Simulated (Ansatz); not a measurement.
# AlClF2: how energies converge with the basis set

An exercise on one series of results from a longer session: the logs are not shown, and one member is left open.

Computed with Ansatz 0.2.0, Gaussian basis. Level: one geometry, several basis sets.

The runs, in order: PBE0-D4/def2-SVP; ωB97M-V/def2-SVP; PBE0-D4/def2-QZVPP; ωB97M-V/def2-QZVPP; CCSD(T)/cc-pV(D+d)Z; CCSD(T)/cc-pV(T+d)Z; CCSD(T)/cc-pV(Q+d)Z; the functionals' def2-TZVPP values are taken from earlier runs.

## The relaxed structure

All runs share one geometry, relaxed beforehand with PBE0-D4 in a triple-zeta def2 set.

SMILES `[F][Al]([F])[Cl]`, 4 atoms, charge 0, spin multiplicity 1.

Atoms are counted from 1 here; the program's logs count them from 0.

Bond lengths: F1–Al2 1.631 Å, Al2–F3 1.631 Å, Al2–Cl4 2.061 Å. Angles: F1–Al2–F3 119.0°, F1–Al2–Cl4 120.5°, F3–Al2–Cl4 120.5°.

The first run:

Contents of in.yaml:

```yaml
crystal:
  periodic: [false, false, false]
  atoms:
    - {symbol: F, position_ang: [1.012181, 0.706385, 1.143912]}
    - {symbol: Al, position_ang: [0.083310, -0.065913, 0.048476]}
    - {symbol: F, position_ang: [0.287096, -1.668899, -0.170916]}
    - {symbol: Cl, position_ang: [-1.327088, 0.968126, -1.041772]}
basis:
  gaussian: {orbitals: def2-SVP}
hamiltonian: {xc: pbe0, dispersion: d4}
output: {orbitals: {seedname: orbitals}}
```

The run is started by

```console
$ ansatz run in.yaml --threads 4 --pin off --events-out ev --progress --plain --max-ram 10444MiB
```

Steps of the session up to this table: PBE0-D4 in def2-SVP; ωB97M-V in def2-SVP; PBE0-D4 in def2-QZVPP; ωB97M-V in def2-QZVPP.

One table of the session follows, with a row left open; its other results are not shown here.

```
functional       basis  HOMO (eV)  LUMO (eV)
   PBE0-D4    def2-SVP          ?          ?
   PBE0-D4  def2-TZVPP      -9.96      -1.39
   PBE0-D4  def2-QZVPP      -9.98      -1.51
   ωB97M-V    def2-SVP     -12.02       0.50
   ωB97M-V  def2-TZVPP     -12.25       0.29
   ωB97M-V  def2-QZVPP     -12.30      -0.01
```

Q: Estimate the row for PBE0-D4, def2-SVP from the others.

As computed: HOMO (eV): -9.78; LUMO (eV): -1.19. In the column «HOMO (eV)» it is the highest.
